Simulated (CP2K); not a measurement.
**A workflow on C2H5BO (SMILES BCC=O)**

Aim: a structure relaxation (PM3), then vibrational wavenumbers of C2H5BO. 

The results are computed with CP2K 2026.2.

2 further runs of the same task are left out: 2 set aside as unsound or not needed.

### Step 1. The molecule

C2H5BO: 9 atoms, total charge 0, spin state singlet. SMILES: `BCC=O`. The coordinates come from a GFN2-xTB relaxation. This is one conformer, not always the lowest. The run starts from this shape.

Bond lengths: B1–C2 1.576 Å, C2–C3 1.493 Å, C3–O4 1.200 Å, B1–H5 1.167 Å, B1–H6 1.168 Å, C2–H7 1.094 Å, C2–H8 1.090 Å, C3–H9 1.108 Å. Some angles: B1–C2–C3 112.0°, C2–C3–O4 125.1°, B1–C2–H7 105.2°, B1–C2–H8 113.6°, C3–C2–H7 107.6°, C3–C2–H8 109.7°, C2–B1–H5 119.6°, C2–B1–H6 119.9°, C2–C3–H9 113.9°, O4–C3–H9 121.0°.

### Step 2. A structure relaxation at PM3 (run 1)

job.inp

```
&GLOBAL
 PROJECT_NAME job
 RUN_TYPE GEO_OPT
 PRINT_LEVEL LOW
&END GLOBAL
&FORCE_EVAL
 METHOD Quickstep
 &DFT
  &QS
   METHOD PM3
   EPS_DEFAULT 1.0E-10
   &SE
    &COULOMB
     CUTOFF [angstrom] 50
     RC_RANGE [angstrom] 0
    &END COULOMB
    &EXCHANGE
     CUTOFF [angstrom] 50
     RC_RANGE [angstrom] 0
    &END EXCHANGE
   &END SE
  &END QS
  &POISSON
   PERIODIC NONE
   POISSON_SOLVER ANALYTIC
  &END POISSON
  &SCF
   SCF_GUESS ATOMIC
   EPS_SCF 1.0E-07
   MAX_SCF 80
   &DIAGONALIZATION
    ALGORITHM STANDARD
   &END DIAGONALIZATION
   &MIXING
    METHOD DIRECT_P_MIXING
    ALPHA 0.4
   &END MIXING
  &END SCF
  &PRINT
   &MOMENTS
    PERIODIC F
    REFERENCE COM
    MAX_MOMENT 1
   &END MOMENTS
   &MULLIKEN OFF
   &END MULLIKEN
   &HIRSHFELD OFF
   &END HIRSHFELD
  &END PRINT
 &END DFT
 &SUBSYS
  &CELL
   ABC 14 15.2 15.7
   PERIODIC NONE
  &END CELL
  &COORD
   UNIT bohr
   B     -0.4529674     1.8333745    -1.6172087
   C      0.3034711    -0.8596931    -0.5965865
   C      0.0572398    -1.0334723     2.2095434
   O     -1.4538230    -2.3160105     3.3097230
   H     -1.3870968     2.0216857    -3.6051061
   H     -0.0251334     3.6288600    -0.4082564
   H      2.3064863    -1.0737802    -1.0636512
   H     -0.7363507    -2.4013884    -1.4829815
   H      1.3881739     0.2004244     3.2545052
  &END COORD
  &TOPOLOGY
   &CENTER_COORDINATES
   &END CENTER_COORDINATES
  &END TOPOLOGY
 &END SUBSYS
&END FORCE_EVAL
&MOTION
 &GEO_OPT
  OPTIMIZER BFGS
  MAX_ITER 100
  MAX_FORCE 1.0E-04
  RMS_FORCE 6.7E-05
 &END GEO_OPT
 &PRINT
  &TRAJECTORY
   &EACH
    GEO_OPT 1
   &END EACH
  &END TRAJECTORY
  &FORCES ON
   &EACH
    GEO_OPT 1
   &END EACH
  &END FORCES
  &RESTART OFF
  &END RESTART
  &RESTART_HISTORY OFF
  &END RESTART_HISTORY
 &END PRINT
&END MOTION
```

Started as:

```console
$ OMP_NUM_THREADS=1 cp2k.psmp job.inp > job.out
```

Log:

```text
CP2K| version string:                                       CP2K version 2026.2
[...]
 GLOBAL| Method name                                                        CP2K
[...]
 GLOBAL| Run type                                                        GEO_OPT
[...]
                             - Atoms:                                          9
[...]
                             - Spherical basis functions:                     21
[...]
 Number of electrons:                                                         22
[...]
     1 P_Mix/Diag. 0.40E+00    0.0     0.79193637       -18.5835462581 -1.86E+01
[...]
  *** SCF run converged in    25 steps ***
[...]
 ENERGY| Total FORCE_EVAL ( QS ) energy [hartree]            -24.442361731761672
[...]
 OPT| Step number                                                              0
[...]
 OPT| Total energy [hartree]                                      -24.4423617318
[...]
 OPT| Step number                                                             21
[...]
 OPT| Total energy [hartree]                                      -24.4446860249
[...]
 OPT| Step number                                                             22
[...]
 OPT| Total energy [hartree]                                      -24.4446862296
[...]
 ***                    GEOMETRY OPTIMIZATION COMPLETED                      ***
[...]
    14 DIIS/Diag.  0.61E-07    0.0     0.00000006       -24.4446862296  7.11E-15
  *** SCF run converged in    14 steps ***
  Core-core repulsion energy [eV]:                           1253.94374823656335
  Core Hamiltonian energy [eV]:                             -1029.40701617727541
  Two-electron integral energy [eV]:                        -1779.42094460931389
  Electronic energy [eV]:                                   -1919.11748848193224
  Total energy [eV]:                                         -665.17374024536900
  Atomic reference energy [eV]:                               663.86347373186140
  Heat of formation [kcal/mol]:                               -30.21546600124385
[...]
 SE_DIPOLE| Moment [Debye]         -1.68430212      -1.17825305       1.60350790
 SE_DIPOLE| Derivative [a.u.]       0.00000000       0.00000000       0.00000000
 ENERGY| Total FORCE_EVAL ( QS ) energy [hartree]            -24.444686229550300
[...]
```

It took 0.64 s on 1 thread of Arm Neoverse V2, shared host.

Step by step:

```
step  energy from the first frame kept (eV)  largest force (eV/Å)
   1                                 0.0000                0.5499
   2                                -0.0106                0.3417
   3                                -0.0133                0.0861
   4                                -0.0141                0.0478
   5                                -0.0148                0.0434
   6                                -0.0153                0.0391
   7                                -0.0158                0.0323
   8                                -0.0165                0.0388
   9                                -0.0175                0.0673
  10                                -0.0187                0.0900
  11                                -0.0201                0.1025
  12                                -0.0217                0.0779
  13                                -0.0228                0.0789
  14                                -0.0238                0.0708
  15                                -0.0240                0.1440
  16                                -0.0247                0.0326
  17                                -0.0251                0.0223
  18                                -0.0256                0.0469
  19                                -0.0257                0.0253
  20                                -0.0258                0.0175
  21                                -0.0258                0.0073
  22                                -0.0258                0.0063
  23                                -0.0258                0.0063
```

After the run. Bond lengths: B1–C2 1.556 Å, C2–C3 1.492 Å, C3–O4 1.211 Å, B1–H5 1.185 Å, B1–H6 1.184 Å, C2–H7 1.102 Å, C2–H8 1.102 Å, C3–H9 1.103 Å. Some angles: B1–C2–C3 111.0°, C2–C3–O4 123.5°, B1–C2–H7 106.8°, B1–C2–H8 108.1°, C3–C2–H7 110.5°, C3–C2–H8 113.1°, C2–B1–H5 121.4°, C2–B1–H6 122.9°, C2–C3–H9 116.6°, O4–C3–H9 119.9°.

### Step 3. The harmonic vibrations at PM3 (run 2)

run.py

```python
import numpy as np
from ase import Atoms
from ase.calculators.cp2k import CP2K
from ase.vibrations import Vibrations
from ase.thermochemistry import IdealGasThermo

atoms = Atoms(['B', 'C', 'C', 'O', 'H', 'H', 'H', 'H', 'H'],
              positions=[(6.527622, 8.209795, 7.089078),
                         (6.920021, 6.801734, 7.622515),
                         (6.873953, 6.761856, 9.113267),
                         (6.058708, 6.122234, 9.740106),
                         (6.389377, 8.414928, 5.930187),
                         (6.372999, 9.145755, 7.798374),
                         (7.941739, 6.598132, 7.263071),
                         (6.256862, 6.058887, 7.149657),
                         (7.628270, 7.363703, 9.647137)])
atoms.set_cell([13.9, 15.1, 15.8])
atoms.center()
cp2k_input = """
&FORCE_EVAL
    METHOD QS
    &DFT
        CHARGE 0
        MULTIPLICITY 1
        # Quickstep
        &QS
            METHOD PM3
            EPS_DEFAULT 1.0E-10
            &SE
                &COULOMB
                    CUTOFF [angstrom] 50
                    RC_RANGE [angstrom] 0
                &END COULOMB
                &EXCHANGE
                    CUTOFF [angstrom] 50
                    RC_RANGE [angstrom] 0
                &END EXCHANGE
            &END SE
        &END QS
        # cluster boundary conditions
        &POISSON
            PERIODIC NONE
            POISSON_SOLVER ANALYTIC
        &END POISSON
        # self-consistent field
        &SCF
            SCF_GUESS ATOMIC
            EPS_SCF 1.0E-08
            MAX_SCF 80
            &DIAGONALIZATION
                ALGORITHM STANDARD
            &END DIAGONALIZATION
            &MIXING
                METHOD DIRECT_P_MIXING
                ALPHA 0.4
            &END MIXING
        &END SCF
        # extra output
        &PRINT
            &MOMENTS
                PERIODIC F
                REFERENCE COM
                MAX_MOMENT 1
            &END MOMENTS
            &MULLIKEN OFF
            &END MULLIKEN
            &HIRSHFELD OFF
            &END HIRSHFELD
        &END PRINT
    &END DFT
    # structure
    &SUBSYS
    &END SUBSYS
&END FORCE_EVAL
"""
cp2k = CP2K(command="cp2k.psmp -s", label="calc", inp=cp2k_input, basis_set=None, basis_set_file=None, potential_file=None, pseudo_potential=None, xc=None, cutoff=None, max_scf=None, charge=None, uks=False,
            force_eval_method=None, print_level="LOW", poisson_solver=None, stress_tensor=False)
atoms.calc = cp2k
energy = atoms.get_potential_energy()
print(f"energy {energy:.6f} eV")
vib = Vibrations(atoms, delta=0.01)
vib.run()
vib.summary()
modes = vib.get_energies()[-21:]
thermo = IdealGasThermo(vib_energies=modes, potentialenergy=energy, atoms=atoms, geometry="nonlinear", symmetrynumber=1, spin=0, ignore_imag_modes=True)
thermo.get_gibbs_energy(temperature=500, pressure=101325.0)
```

Started as:

```console
$ OMP_NUM_THREADS=1 python run.py
```

Log:

```text
energy -665.173740 eV
---------------------
  #    meV     cm^-1
---------------------
  0    1.2i      9.8i
  1    0.2i      1.8i
  2    0.0i      0.2i
  3    0.0       0.3
  4    0.0       0.4
  5    0.4       3.0
  6   10.4      83.7
  7   15.8     127.7
  8   38.0     306.3
  9   60.8     490.1
 10   81.9     660.8
 11   90.8     732.1
 12   98.3     792.5
 13  100.5     810.6
 14  111.4     898.6
 15  117.6     948.7
 16  126.6    1021.2
 17  141.1    1138.0
 18  148.5    1197.6
 19  158.4    1277.3
 20  171.5    1382.9
 21  244.9    1975.4
 22  327.1    2638.6
 23  344.5    2778.4
 24  363.2    2929.4
 25  372.8    3006.9
 26  381.2    3074.2
---------------------
Zero-point energy: 1.753 eV
Enthalpy components at T = 500.00 K:
===============================
Enthalpy components at T = 500.00 K:
===============================
E_pot               -665.174 eV
E_ZPE                  1.753 eV
Cv_trans (0->T)        0.065 eV
Cv_rot (0->T)          0.065 eV
Cv_vib (0->T)          0.213 eV
-------------------------------
U                   -663.079 eV
===============================
(C_v -> C_p)           0.043 eV
-------------------------------
H                   -663.036 eV
===============================

Entropy components at T = 500.00 K and P = 101325.0 Pa:
=================================================
{"":15s}{"S":13s}     {"T*S:13s}
S_trans (1 bar)    0.0017596 eV/K        0.880 eV
S_rot              0.0011032 eV/K        0.552 eV
S_elec             0.0000000 eV/K        0.000 eV
S_vib              0.0008009 eV/K        0.400 eV
S (1 bar -> P)    -0.0000011 eV/K       -0.001 eV
-------------------------------------------------
S                  0.0036626 eV/K        1.831 eV
=================================================

Free energy components at T = 500.00 K and P = 101325.0 Pa:
=======================
    H       -663.036 eV
 -T*S         -1.831 eV
-----------------------
    G       -664.867 eV
=======================
```

calc.out:

```text
CP2K| version string:                                       CP2K version 2026.2
 CP2K| Input file name                                                  calc.inp

 GLOBAL| Basis set file name                                           BASIS_SET
 GLOBAL| Potential file name                                           POTENTIAL
 GLOBAL| Coordinate file name                                      __STD_INPUT__
 GLOBAL| Method name                                                        CP2K
 GLOBAL| Project name                                                       calc
 GLOBAL| Run type                                                   ENERGY_FORCE
 GLOBAL| FFT library                                                       FFTW3
 GLOBAL| Diagonalization library                                       ScaLAPACK
 GLOBAL| Global print level                                                  LOW
 GLOBAL| Total number of message passing processes                             1
 GLOBAL| Number of threads for this process                                    1
 GLOBAL| CPU model name                                                  UNKNOWN

 GENERATE|  Preliminary Number of Bonds generated:                             0
 GENERATE|  Achieved consistency in connectivity generation.

[... 9 lines left out ...]
 *** WARNING in qs_kind_types.F:2264 :: Information provided in the input ***
[... 111 lines left out ...]
 SE_DIPOLE| Dipole type                                             non-periodic
[... 60 lines left out ...]
  *** SCF run converged in    40 steps ***
[... 13 lines left out ...]
 SE_DIPOLE| Moment [Debye]         -1.65099993      -1.17832336       1.60405273
[... 61 lines left out ...]
  Heat of formation [kcal/mol]:                               -30.20457530315190
[... 19 lines left out ...]
  Step     Update method      Time    Convergence         Total energy    Change
[... 50 lines left out ...]
 SE_DIPOLE| Moment [a.u.]          -0.66256689      -0.45262382       0.62829436
[... 60 lines left out ...]
  Total energy [eV]:                                         -665.17187521643223
[... 7 lines left out ...]
 SE_DIPOLE| Derivative [a.u.]       0.00000000       0.00000000       0.00000000
[... 14 lines left out ...]
  Step     Update method      Time    Convergence         Total energy    Change
  ------------------------------------------------------------------------------
     1 P_Mix/Diag. 0.40E+00    0.0     0.01078462       -24.4439916718 -2.44E+01
     2 P_Mix/Diag. 0.40E+00    0.0     0.00830798       -24.4441618094 -1.70E-04
     3 DIIS/Diag.  0.85E-03    0.0     0.01094755       -24.4442945680 -1.33E-04
     4 DIIS/Diag.  0.55E-03    0.0     0.00116748       -24.4446072852 -3.13E-04
     5 DIIS/Diag.  0.75E-03    0.0     0.00077862       -24.4446043540  2.93E-06
     6 DIIS/Diag.  0.62E-03    0.0     0.00376789       -24.4446062863 -1.93E-06
     7 DIIS/Diag.  0.18E-04    0.0     0.00007450       -24.4446102429 -3.96E-06
     8 DIIS/Diag.  0.63E-05    0.0     0.00001981       -24.4446102473 -4.36E-09
     9 DIIS/Diag.  0.34E-05    0.0     0.00001398       -24.4446102478 -5.39E-10
    10 DIIS/Diag.  0.14E-05    0.0     0.00000836       -24.4446102480 -1.29E-10
    11 DIIS/Diag.  0.39E-06    0.0     0.00000192       -24.4446102480 -2.75E-11
    12 DIIS/Diag.  0.18E-06    0.0     0.00000044       -24.4446102480 -1.99E-12
    13 DIIS/Diag.  0.15E-06    0.0     0.00000020       -24.4446102480 -2.84E-13
    14 DIIS/Diag.  0.13E-06    0.0     0.00000042       -24.4446102480 -1.21E-13
    15 DIIS/Diag.  0.13E-06    0.0     0.00000039       -24.4446102480  4.97E-14
    16 DIIS/Diag.  0.94E-07    0.0     0.00000011       -24.4446102480 -1.35E-13
    17 DIIS/Diag.  0.81E-07    0.0     0.00000008       -24.4446102480 -7.11E-14
    18 DIIS/Diag.  0.70E-07    0.0     0.00000008       -24.4446102480 -6.39E-14
    19 DIIS/Diag.  0.65E-07    0.0     0.00000010       -24.4446102480  2.13E-14
    20 DIIS/Diag.  0.53E-07    0.0     0.00000005       -24.4446102480 -7.11E-14
    21 DIIS/Diag.  0.47E-07    0.0
```

It took 3.3 s on 1 thread of Arm Neoverse V2, shared host.

### Step 4. Results

| quantity | value |
| --- | --- |
| run 1, PM3: total energy at the end | -24.44469 Eh |
| run 1, PM3: dipole moment | 2.61 D |
| run 1, PM3: heat of formation | -30.2 kcal/mol |
| run 2, PM3: total energy | -24.44468 Eh |
| run 2, PM3: lowest harmonic wavenumber | 84 cm⁻¹ |
| run 2, PM3: highest harmonic wavenumber | 3074 cm⁻¹ |
| run 2, PM3: zero-point energy | 169.1 kJ/mol |
| run 2, PM3: ideal-gas entropy at 500 K (symmetry number 1 as used) | 84.5 cal/(mol K) |

In words: The optimisation (run 1, PM3) took 22 steps. All 21 modes (run 2, PM3) are real, so the shape is a minimum at this level.
